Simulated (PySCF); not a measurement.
# NiB: from the state search to spectroscopic constants

One table from this session's results is given with a row withheld; the runs are named, their logs left out.

The runs use PySCF 2.14.0; Ni x2c-TZVPPall, B x2c-TZVPPall, spin-free X2C with a Gaussian nucleus.

The first run:

The job is set up so:

```yaml
atoms: Ni, B
charge: 0
basis: Ni x2c-TZVPPall, B x2c-TZVPPall
Hamiltonian: spin-free X2C with a Gaussian nucleus
basis_functions: 95
electrons_treated: 33
masses_in_u: 57.9353, 11.0093
levels: PBE0, PBE, r²SCAN, B2PLYP, BLYP, LDA, BP86, HSE06, HF, MP2, SCS-MP2
grid: 80 radial by 434 angular points
occupations: held fixed by the projection of orbital angular momentum
dissociation_limit: Ni + B, each in its ground configuration
starting_distance_in_angstrom: 1.870
values_of_2S_to_try: 1, 3, 5
```

Run with:

```sh
$ OMP_NUM_THREADS=1 python dia.py task.json out
```

Steps of the session up to this table: Set-up; PBE0 along the bond; Other states along the same grid; PBE; r²SCAN; B2PLYP; BLYP (GGA); LDA; BP86; HSE06; ROHF (mean field).

One table of the session follows, with a row left open; its other results are not shown here.

It belongs to the step «The curves together». Energy (eV) from each level's lowest point:

```
R (Å)   ROHF  ROHF-MP2  ROHF-SCS-MP2    LDA    PBE
1.424  0.778     1.005         0.952  0.886  1.080
1.490  0.399     0.361         0.346  0.387  0.519
1.557  0.155     0.097         0.094  0.112  0.187
1.606  0.049     0.009         0.010  0.018  0.055
1.656  0.000     0.000         0.000  0.000  0.000
1.706      ?         ?             ?      ?      ?
1.772  0.057     0.235         0.216  0.165  0.089
1.855  0.195     0.568         0.524  0.397  0.275
1.954  0.416     1.086         1.001  0.744  0.570
2.087  0.743     1.883         1.730  1.249  1.012
```

Q: Estimate the row for R (Å) = 1.706 from the others.

Worked estimate for «ROHF». A straight line through the neighbours (1.656, 0.000) and (1.772, 0.057) gives 0.000 + (0.057 − 0.000) × (1.706 − 1.656) / (1.772 − 1.656) = 0.025; a parabola fitted to 4 rows on both sides gives 0.004.

As computed: ROHF: 0.000; ROHF-MP2: 0.061; ROHF-SCS-MP2: 0.056; LDA: 0.041; PBE: 0.007. In «ROHF» the line misses by +0.025 and the parabola by +0.004.

Caveats from the session: The state is the lowest single determinant that the PBE0 search found; with open d or f shells the true ground state can be another one.
